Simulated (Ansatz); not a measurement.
# CH₆S₂Si: ionisation energy by level of theory

One table from this session's results is given with a row withheld; the runs are named, their logs left out.

The runs use Ansatz 0.2.0, Gaussian basis; unrestricted cation, the program's frozen cores in correlated methods.

The runs, in order: UKS PBE-D4/def2-TZVPP; UKS r2SCAN-D4/def2-TZVPP; UKS PBE0-D4/def2-TZVPP; UKS B3LYP-D4/def2-TZVPP; UKS wB97X-V/def2-TZVPP; UKS wB97M-V/def2-TZVPP; UKS B2PLYP/def2-TZVPP; UHF-CCSD(T)/def2-TZVPP; UHF-MP2/def2-QZVPP; extrapolation to the limit; then −ε(HOMO) from the neutral's earlier runs with LDA (SPW92), PBE-D4, revPBE-D4, BLYP-D4, r2SCAN-D4, B97M-V, PBE0-D4, B3LYP-D4, r2SCANh-D4, r2SCAN0-D4, HSE06-D4, BHLYP-D4, CAM-B3LYP-D4, LC-ωPBE, ωB97X-V, ωB97M-V.

## The geometry

All runs share one geometry, relaxed beforehand with PBE0-D4 in a triple-zeta def2 set.

SMILES `CSS[SiH3]`, 10 atoms, charge 0, spin multiplicity 1.

Atoms are counted from 1 here; the program's logs count them from 0.

Bond lengths: C1–S2 1.800 Å, C1–H5 1.089 Å, C1–H6 1.093 Å, C1–H7 1.090 Å, S2–S3 2.060 Å, S3–Si4 2.141 Å, Si4–H8 1.485 Å, Si4–H9 1.482 Å, Si4–H10 1.487 Å. Angles: S2–C1–H5 110.8°, S2–C1–H6 105.9°, S2–C1–H7 111.0°, H5–C1–H6 109.4°, H5–C1–H7 110.4°, H6–C1–H7 109.2°, C1–S2–S3 102.0°, S2–S3–Si4 96.1°, S3–Si4–H8 109.9°, S3–Si4–H9 110.4°, S3–Si4–H10 106.9°, H8–Si4–H9 109.6°, H8–Si4–H10 109.7°, H9–Si4–H10 110.2°.

The first run:

in.yaml reads:

```yaml
crystal:
  periodic: [false, false, false]
  atoms:
    - {symbol: C, position_ang: [-0.839360, 1.368107, -1.052661]}
    - {symbol: S, position_ang: [0.387960, 1.522382, 0.255305]}
    - {symbol: S, position_ang: [1.678268, -0.021897, -0.185451]}
    - {symbol: Si, position_ang: [0.697469, -1.489465, 1.025648]}
    - {symbol: H, position_ang: [-0.379063, 1.495754, -2.031622]}
    - {symbol: H, position_ang: [-1.559829, 2.171889, -0.883225]}
    - {symbol: H, position_ang: [-1.352609, 0.408400, -0.996118]}
    - {symbol: H, position_ang: [-0.715566, -1.639025, 0.593739]}
    - {symbol: H, position_ang: [0.742607, -1.095751, 2.454171]}
    - {symbol: H, position_ang: [1.423324, -2.771695, 0.823013]}
basis:
  gaussian: {orbitals: def2-TZVPP}
total_charge: 1
magnetization: {spin_polarized: true, initial_magnetization: 1}
hamiltonian: {xc: pbe, dispersion: d4}
```

On the command line:

```
$ ansatz run in.yaml --threads 2 --pin off --events-out ev --progress --plain --max-ram 32768MiB --backend cpu
```

Steps of the session up to this table: Cation, UKS PBE-D4/def2-TZVPP; Cation, UKS r2SCAN-D4/def2-TZVPP; Cation, UKS PBE0-D4/def2-TZVPP; Cation, UKS B3LYP-D4/def2-TZVPP; Cation, UKS wB97X-V/def2-TZVPP; Cation, UKS wB97M-V/def2-TZVPP; Cation, UKS B2PLYP (frozen core)/def2-TZVPP; Cation, UHF-CCSD(T)/def2-TZVPP; Cation, UHF-MP2/def2-QZVPP.

One of the session's tables, all rows but one given; the rest of the session is left out.

Orbital estimates, from the neutral's runs:

```
  functional  −ε(HOMO) (eV)
 LDA (SPW92)           5.72
      PBE-D4           5.62
   revPBE-D4           5.57
     BLYP-D4           5.46
   r2SCAN-D4           5.85
      B97M-V           5.99
     PBE0-D4           6.79
    B3LYP-D4           6.57
  r2SCANh-D4           6.29
  r2SCAN0-D4           6.94
    HSE06-D4           6.40
    BHLYP-D4           7.85
CAM-B3LYP-D4              ?
     LC-ωPBE           9.44
     ωB97X-V           9.10
     ωB97M-V           8.93
```

Q: Estimate the row for CAM-B3LYP-D4 from the others.

As computed: −ε(HOMO) (eV): 8.08. In the column «−ε(HOMO) (eV)» it lies between BHLYP-D4 (7.85) and ωB97M-V (8.93).
